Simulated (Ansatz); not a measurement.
# GaAs− (sextet): the correlation ladder, aug-cc-pVDZ

An exercise on one series of results from a longer session: the logs are not shown, and one member is left open.

Program: Ansatz 0.2.0, Gaussian basis. Level of theory: aug-cc-pVDZ, core rule «outside noble gas», up to 28 orbitals frozen. These are calculated values, not measurements.

The runs, in order: UHF; CCSD(T) on ROHF; CCSD(T) on UHF; BCCD(T) on ROHF; CISD; CCSDT(Q) on ROHF; CCSDT(Q) on UHF; CASSCF and MRCISD+Q, 9 electrons in 8 orbitals; CASSCF and NEVPT4(SD), 9 electrons in 8 orbitals; CASSCF and NEVPT2, 9 electrons in 8 orbitals.

30 further runs of the same task are left out: 4 for a known fault of the program, 13 that didn't finish, 13 set aside as unsound or not needed.

**What is computed**

The geometry is a PBE0/def2-TZVPD stationary point (not a proven minimum) of the parent state, kept for this charge and spin. No spin-orbit coupling is included. The filled d shell of Ga, As may be among the frozen orbitals whatever the setting's name suggests; the logs give the count.

2 atoms, charge -1, spin multiplicity 6.

Atoms are counted from 1 here; the program's logs count them from 0.

Bond lengths: Ga1–As2 2.464 Å.

Geometry (Å):

```xyz
2
AsGa
Ga    0.0000    0.0000    0.0000
As    0.0000    0.0000    2.4641
```

The first run:

in.yaml

```yaml
crystal:
  periodic: [false, false, false]
  atoms:
    - {symbol: Ga, position_ang: [0.000000, 0.000000, 0.000000]}
    - {symbol: As, position_ang: [0.000000, 0.000000, 2.464100]}
basis:
  gaussian: {orbitals: aug-cc-pVDZ}
total_charge: -1
magnetization: {spin_polarized: true, initial_magnetization: 5}
hamiltonian: {xc: hf}
output: {orbitals: {seedname: orbitals}}
```

The run is started by

```bash
ansatz run in.yaml --threads 1 --pin off --events-out ev --progress --plain --max-ram 2393MiB
```

Steps of the session up to this table: UHF; CCSD(T) on ROHF; CCSD(T) on UHF; BCCD(T) on ROHF; CISD; CCSDT(Q) on ROHF; CCSDT(Q) on UHF; CASSCF and MRCISD+Q, 9 electrons in 8 orbitals; CASSCF and NEVPT4(SD), 9 electrons in 8 orbitals; CASSCF and NEVPT2, 9 electrons in 8 orbitals.

One of the session's tables, all rows but one given; the rest of the session is left out.

| method | from RCCSDT(Q) (meV) |
| --- | --- |
| ROHF | +3848.7 |
| UHF | +3684.4 |
| RMP2 | +870.3 |
| UMP2 | +865.1 |
| RCCSD | ? |
| UCCSD | +152.9 |
| RCCSD(T) | +41.4 |
| UCCSD(T) | +18.0 |
| BCCD(T) | +40.3 |
| RCCSDT | +9.7 |
| UCCSDT | -14.5 |
| RCCSDT(Q) | 0 |
| UCCSDT(Q) | -23.9 |
| CASSCF valence | +3402.7 |
| NEVPT2 valence | +903.7 |
| NEVPT4(SD) valence | +137.9 |
| MRCISD valence | +350.4 |
| MRCISD+Q valence | +61.1 |

Estimate the missing values for RCCSD.

**Answer.** from RCCSDT(Q) (meV): +182.1. In the column «from RCCSDT(Q) (meV)» it lies between UCCSD (+152.9) and MRCISD valence (+350.4).

Not comparable, so not listed: CISD (they don't share determinant, frozen orbitals or solution with the rows shown, or repeat one).

To keep in mind: Restricted and unrestricted rows rest on different reference determinants; where their highest levels disagree by more than a few hundredths of an eV, they describe different states and don't form one ladder.
